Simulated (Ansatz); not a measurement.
# B2H6SSi: the cost of one run

Method: RKS PBE0-D4/cc-pVDZ, in Ansatz 0.2.0.

**1. The system as given**

Bond lengths: B1–B2 1.612 Å, B2–Si3 1.984 Å, B2–S4 1.780 Å, B1–H5 1.176 Å, B1–H6 1.175 Å, Si3–H7 1.477 Å, Si3–H8 1.471 Å, Si3–H9 1.468 Å, S4–H10 1.340 Å. Angles: B1–B2–Si3 116.1°, B1–B2–S4 126.3°, Si3–B2–S4 117.6°, B2–B1–H5 122.6°, B2–B1–H6 122.7°, H5–B1–H6 114.4°, B2–Si3–H7 111.6°, B2–Si3–H8 111.6°, B2–Si3–H9 115.0°, H7–Si3–H8 105.4°, H7–Si3–H9 106.0°, H8–Si3–H9 106.6°, B2–S4–H10 101.2°.

Structure file:

```xyz
10

B    -1.4397    1.0738   -0.5495
B    -0.0355    0.2841   -0.5973
Si    0.4654   -0.7050    1.0485
S     1.0766    0.1962   -1.9843
H    -1.5322    2.1779   -0.1550
H    -2.4666    0.5575   -0.7945
H     1.9153   -0.9849    1.0954
H    -0.1883   -2.0215    1.1107
H     0.1438   -0.0184    2.3057
H     2.0612   -0.5596   -1.4798
```

**2. Relaxing end A**

Input file input.yaml:

```yaml
crystal:
  periodic: [false, false, false]
  atoms:
    - { symbol: B, position_ang: [-1.43968, 1.0738, -0.54949] }
    - { symbol: B, position_ang: [-0.03548, 0.28409, -0.59731] }
    - { symbol: Si, position_ang: [0.46543, -0.70499, 1.04853] }
    - { symbol: S, position_ang: [1.07658, 0.19622, -1.9843] }
    - { symbol: H, position_ang: [-1.53223, 2.17786, -0.15497] }
    - { symbol: H, position_ang: [-2.46658, 0.55752, -0.79453] }
    - { symbol: H, position_ang: [1.91531, -0.98494, 1.09543] }
    - { symbol: H, position_ang: [-0.18833, -2.02151, 1.11075] }
    - { symbol: H, position_ang: [0.14377, -0.01844, 2.3057] }
    - { symbol: H, position_ang: [2.06122, -0.55961, -1.47982] }
basis:
  gaussian: { orbitals: cc-pVDZ }
hamiltonian:
  xc: pbe0
  dispersion: d4
relax:
  f_tol: 0.02
  max_steps: 50
```

On the command line:

```sh
> ansatz run input.yaml --threads 2 --pin off --max-ram 3072MiB --backend cpu --events-out ev --progress --plain --runs-dir out
```

Q: Estimate wall time and peak memory on 2 threads of Intel Xeon Platinum 8488C (Sapphire Rapids), shared host.

About 24 s, with a peak of 0.21 GiB.
